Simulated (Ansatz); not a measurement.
# HfN: the cost of one run

Method: def2-QZVPP, core rule «outside noble gas», up to 5 orbitals frozen; program: Ansatz 0.2.0, Gaussian basis.

The runs, in order: UHF; ROHF; CCSD(T) on UHF.

### 1 The geometry

The geometry is a PBE0/def2-TZVP stationary point (not a proven minimum) of the parent state, kept for this charge and spin. No spin-orbit coupling is included. Elements past krypton take def2 core potentials.

2 atoms, charge 1, spin multiplicity 5.

Atoms are counted from 1 here; the program's logs count them from 0.

Bond lengths: Hf1–N2 1.785 Å.

### 2 UHF

Contents of in.yaml:

```yaml
crystal:
  periodic: [false, false, false]
  atoms:
    - {symbol: Hf, position_ang: [0.000000, 0.000000, 0.000000]}
    - {symbol: N, position_ang: [0.000000, 0.000000, 1.785383]}
basis:
  gaussian: {orbitals: "def2-QZVPP.json"}
total_charge: 1
magnetization: {spin_polarized: true, initial_magnetization: 4}
hamiltonian: {xc: hf}
output: {orbitals: {seedname: orbitals}}
```

Launch:

```console
$ ansatz run in.yaml --threads 1 --pin off --events-out ev --progress --plain --max-ram 4096MiB --backend cpu
```

What time and memory should one allow on 1 thread of AMD EPYC 7R13, shared host?

About 12 s, with a peak of 0.27 GiB.
